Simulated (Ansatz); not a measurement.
# Cl4H3O2Ta: the cost of one run

Program: Ansatz 0.2.0. Level of theory: RHF/def2-SVP. These are calculated values, not measurements.

**1. Starting point**

Bond lengths: Ta1–O2 2.370 Å, O2–H3 1.010 Å, Ta1–O4 2.020 Å, O4–H5 1.010 Å, Ta1–Cl6 2.470 Å, Ta1–Cl7 2.470 Å, Ta1–Cl8 2.470 Å, Ta1–Cl9 2.770 Å. Angles (14 of 17 angles, heavy atoms first): O2–Ta1–O4 90.0°, O2–Ta1–Cl6 90.0°, O2–Ta1–Cl7 120.0°, O2–Ta1–Cl8 120.0°, O2–Ta1–Cl9 71.6°, O4–Ta1–Cl6 180.0°, O4–Ta1–Cl7 90.0°, O4–Ta1–Cl8 90.0°, O4–Ta1–Cl9 117.9°, Cl6–Ta1–Cl7 90.0°, Cl6–Ta1–Cl8 90.0°, Cl6–Ta1–Cl9 62.1°, Cl7–Ta1–Cl8 120.0°, Cl7–Ta1–Cl9 150.8°.

As a file:

```xyz
10

Ta    0.0000    0.0000    0.0000
O     2.3700    0.0000    0.0000
H     2.7071   -0.5308    0.7903
O     0.0000    0.0000    2.0200
H    -0.2547   -0.9174    2.3571
Cl    0.0000    0.0000   -2.4700
Cl   -1.2350    2.1390    0.0000
Cl   -1.2350   -2.1390    0.0000
Cl    0.8734   -2.2878   -1.2946
H     2.1134   -1.1827   -0.6692
```

**2. Pulling towards end A**

Springs on the bonds that form and break draw the guess towards this end; the thresholds are loose.

input.yaml

```yaml
crystal:
  periodic: [false, false, false]
  atoms:
    - { symbol: Ta, position_ang: [0.0, 0.0, 0.0] }
    - { symbol: O, position_ang: [2.37, 0.0, 0.0] }
    - { symbol: H, position_ang: [2.7071, -0.5308, 0.7903] }
    - { symbol: O, position_ang: [0.0, 0.0, 2.02] }
    - { symbol: H, position_ang: [-0.2547, -0.9174, 2.3571] }
    - { symbol: Cl, position_ang: [0.0, 0.0, -2.47] }
    - { symbol: Cl, position_ang: [-1.235, 2.139, 0.0] }
    - { symbol: Cl, position_ang: [-1.235, -2.139, 0.0] }
    - { symbol: Cl, position_ang: [0.8734, -2.2878, -1.2946] }
    - { symbol: H, position_ang: [2.1134, -1.1827, -0.6692] }
basis:
  gaussian: { orbitals: def2-SVP }
hamiltonian:
  xc: hf
relax:
  f_tol: 0.15
  max_steps: 25
  restrain:
    - { distance: [0, 8], at: 3.67, k: 30.0 }
    - { distance: [9, 1], at: 2.21, k: 30.0 }
    - { distance: [0, 1], at: 2.02, k: 30.0 }
    - { distance: [9, 8], at: 1.37, k: 30.0 }
```

On the command line:

```console
ansatz run input.yaml --threads 4 --pin off --max-ram 5120MiB --backend cpu --events-out ev --progress --plain --runs-dir out
```

Q: Estimate wall time and peak memory on 4 threads of Arm Neoverse V2, shared host.

About 31 s, with a peak of 0.47 GiB.
